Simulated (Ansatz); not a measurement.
# InSbO4: the cost of one run

Computed with Ansatz 0.2.0 (DFT PBE, scalar-relativistic, plane waves, PAW, unless a step's input says otherwise).

## 1. The starting structure

It takes space group I4/mmm (No. 139, tetragonal). The conventional cell has a = 6.840 Å, b = 6.840 Å, c = 7.332 Å, α = 90.00°, β = 90.00°, γ = 90.00°. In (site symmetry 4/mmm) has 12 O at 3.42 to 3.88 Å and 2 Sb at 3.67 Å as nearest neighbours. Sb (site symmetry 4/mmm) has 12 O at 3.42 to 3.88 Å and 2 In at 3.67 Å as nearest neighbours. Around O (site symmetry -4m2) lie 2 O at 1.83 Å. Around O (site symmetry mmm) lie 2 O at 1.83 Å.

As a file:

```cif
data_structure
_symmetry_space_group_name_H-M 'I4/mmm'
_symmetry_Int_Tables_number 139
_cell_length_a 6.8404
_cell_length_b 6.8404
_cell_length_c 7.3317
_cell_angle_alpha 90.000
_cell_angle_beta 90.000
_cell_angle_gamma 90.000
_cell_volume 343.05
loop_
_atom_site_label
_atom_site_type_symbol
_atom_site_symmetry_multiplicity
_atom_site_Wyckoff_symbol
_atom_site_fract_x
_atom_site_fract_y
_atom_site_fract_z
_atom_site_occupancy
In1 In 2 a 0.00000 0.00000 0.00000 1
Sb1 Sb 2 b 0.00000 0.00000 0.50000 1
O1 O 4 d 0.00000 0.50000 0.25000 1
O2 O 4 c 0.00000 0.50000 0.00000 1
```

The cell is invented: random cell by space group and Wyckoff sites (I4/mmm, No. 139). Lengths come from tabulated atomic sizes and are only a guess.

## 2. Probe: one point on a coarse mesh

The input, input.yaml:

```yaml
crystal:
  lattice:
    - [-3.42017855, 3.42017855, 3.6658367]
    - [3.42017855, -3.42017855, 3.6658367]
    - [3.42017855, 3.42017855, -3.6658367]
  atoms:
    - { symbol: In, position: [0.0, 0.0, 0.0] }
    - { symbol: Sb, position: [0.5, 0.5, 0.0] }
    - { symbol: O, position: [0.75, 0.25, 0.5] }
    - { symbol: O, position: [0.25, 0.75, 0.5] }
    - { symbol: O, position: [0.5, 0.0, 0.5] }
    - { symbol: O, position: [0.0, 0.5, 0.5] }
basis:
  ecutwfc: 420
kpoints:
  mp_grid: { grid: [4, 4, 4] }
hamiltonian:
  xc: pbe
scf:
  occupations: { method: gaussian, width: 0.1 }
  lower_state_search: "off"
output:
  forces: true
  stress: true
  eigenvalues: true
```

The run is started by

```console
$ ansatz run input.yaml --threads 1 --pin off --max-ram 2560MiB --backend cpu --events-out ev --progress --plain --runs-dir out
```

Q: Estimate wall time and peak memory on 1 thread of Arm Neoverse V1, shared host.

About 4.7 s, with a peak of 0.44 GiB.
